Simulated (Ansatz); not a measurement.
# WS2: the cost of one run

All numbers below are computed with Ansatz 0.2.0 (DFT, plane waves, PAW, no spin polarisation).

## Step 1: Starting point

The cell holds 12 atoms (S8W4): a = 6.458 Å, b = 6.458 Å, c = 5.994 Å, α = 90.00°, β = 90.00°, γ = 120.00°.

Coordinates:

```xyz
12
Lattice="6.4575 0.0000 0.0000 -3.2288 5.5924 0.0000 0.0000 0.0000 5.9936" Properties=species:S:1:pos:R:3 pbc="T T T"
W     0.0000    0.0000    0.0000
S     0.0000    1.8641    1.5385
S     1.6144    0.9321    4.4552
W    -1.6144    2.7962    0.0000
S    -1.6144    4.6603    1.5385
S     0.0000    3.7283    4.4552
W     3.2288    0.0000    0.0000
S     3.2288    1.8641    1.5385
S     4.8431    0.9321    4.4552
W     1.6144    2.7962    0.0000
S     1.6144    4.6603    1.5385
S     3.2288    3.7283    4.4552
```

## Step 2: Run 1: PBEsol

File input.yaml:

```yaml
crystal:
  lattice:
    - [6.4575288123, 1.0e-10, 0.0]
    - [-3.2287644062, 5.5923839971, 0.0]
    - [0.0, 0.0, 5.9936451124]
  atoms:
    - { symbol: W, position: [0.0, 0.0, 0.0] }
    - { symbol: S, position: [0.1666666667, 0.3333333333, 0.2566832689] }
    - { symbol: S, position: [0.3333333333, 0.1666666667, 0.7433167311] }
    - { symbol: W, position: [0.0, 0.5, 0.0] }
    - { symbol: S, position: [0.1666666667, 0.8333333333, 0.2566832689] }
    - { symbol: S, position: [0.3333333333, 0.6666666667, 0.7433167311] }
    - { symbol: W, position: [0.5, 0.0, 0.0] }
    - { symbol: S, position: [0.6666666667, 0.3333333333, 0.2566832689] }
    - { symbol: S, position: [0.8333333333, 0.1666666667, 0.7433167311] }
    - { symbol: W, position: [0.5, 0.5, 0.0] }
    - { symbol: S, position: [0.6666666667, 0.8333333333, 0.2566832689] }
    - { symbol: S, position: [0.8333333333, 0.6666666667, 0.7433167311] }
kpoints:
  mp_grid: { grid: [3, 3, 2] }
hamiltonian:
  xc: pbesol
scf:
  occupations: { method: fermi_dirac, width: 0.112 }
md:
  ensemble: nvt_langevin
  temperature: 1300
  timestep: 1.0
  n_steps: 20
  initial_velocities: maxwell_boltzmann
  seed: 7918
```

On the command line:

```sh
$ ansatz run input.yaml --threads 4 --pin off --max-ram 3686MiB --backend cpu --events-out ev --progress --plain --runs-dir out
```

Q: Estimate wall time and peak memory on 4 threads of Arm Neoverse V1, shared host.

About 58 s, with a peak of 0.69 GiB.
